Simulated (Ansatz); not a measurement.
A nudged elastic band was laid between two geometries of a periodic cell of 17 atoms, Nb₁₆H (host Nb, host structure bcc, interstitial H).

Level of theory: DFT PBE, scalar-relativistic, plane waves, PAW (Ansatz). Settings: cutoff 420 eV, k mesh 3x3x3, gaussian smearing 0.05 eV, no spin polarisation.

```yaml
movable_images: 5
climbing_image: yes
spring: 5.0 eV/Å²
optimiser: quadratic models (default)
start_path: IDPP
force_threshold: 0.05 eV/Å
iteration_limit: 30
end_points: relaxed
```

Initial state:

```xyz
17
Lattice="6.6000 0.0000 0.0000 0.0000 6.6000 0.0000 0.0000 0.0000 6.6000" Properties=species:S:1:pos:R:3
Nb -0.043 -0.035 0.003
Nb 3.337 -0.035 0.003
Nb -0.009 3.301 0.004
Nb -0.002 0.012 3.303
Nb 1.648 1.689 1.694
Nb 3.304 3.302 0.004
Nb 3.297 0.012 3.303
Nb 4.947 1.641 1.654
Nb -0.003 3.318 3.303
Nb 1.647 4.952 1.659
Nb 1.648 1.689 4.914
Nb 3.298 3.318 3.303
Nb 4.947 4.936 1.653
Nb 4.947 1.641 4.953
Nb 1.647 4.951 4.948
Nb 4.947 4.936 4.953
H 1.647 0.828 0.005
```

Final state:

Only the atoms that move by more than 0.05 Å are listed.
```
Nb1 0.001 -0.008 0.003
Nb5 1.613 1.648 1.693
Nb11 1.613 1.648 4.913
H17 2.476 1.647 0.003
```

What changes between the two ends?

Contacts lost: Nb1–H17. Contacts made: Nb6–H17. The atom that moves furthest is H17, by 1.17 Å.

Give the energies along the band, and the barrier.

It converged. The highest image is number 3 of 0 to 6, 0.194 eV above the ends, which have the same energy within 2 meV. By the program's own check the climbing image is of a kind that is not told: the force calls were inconclusive, a negative curvature could not be distinguished from the path's own, the only one lies far off the path, or fixed occupations may fill a level only in part (lowest curvatures found: -2.66 and 4.22 eV/Å²). Limits of this set-up: coarse k mesh, odd electron count without spin.

```csv
image,path coordinate (Å),energy (eV),Nb1–H17 (Å),Nb6–H17 (Å)
0,0.00,0.000,1.90,2.98
1,0.19,0.050,2.02,2.79
2,0.39,0.147,2.19,2.59
3,0.59,0.194,2.38,2.38
4,0.78,0.147,2.59,2.19
5,0.98,0.049,2.79,2.02
6,1.17,0.000,2.98,1.90
```

What is the geometry of the highest image?


```xyz
17
Lattice="6.6000 0.0000 0.0000 0.0000 6.6000 0.0000 0.0000 0.0000 6.6000" Properties=species:S:1:pos:R:3
Nb 0.019 0.001 0.003
Nb 3.359 -0.059 0.003
Nb -0.013 3.312 0.003
Nb 0.000 0.013 3.303
Nb 1.619 1.679 1.731
Nb 3.298 3.280 0.003
Nb 3.309 -0.011 3.303
Nb 4.946 1.640 1.653
Nb -0.030 3.327 3.303
Nb 1.659 4.952 1.653
Nb 1.619 1.679 4.876
Nb 3.284 3.298 3.303
Nb 4.964 4.934 1.647
Nb 4.946 1.640 4.953
Nb 1.659 4.952 4.953
Nb 4.964 4.934 4.959
H 2.042 1.257 0.003
```

The run took 16 min on 4 threads of Arm Neoverse V1, on a shared host, peak memory 3.3 GiB.
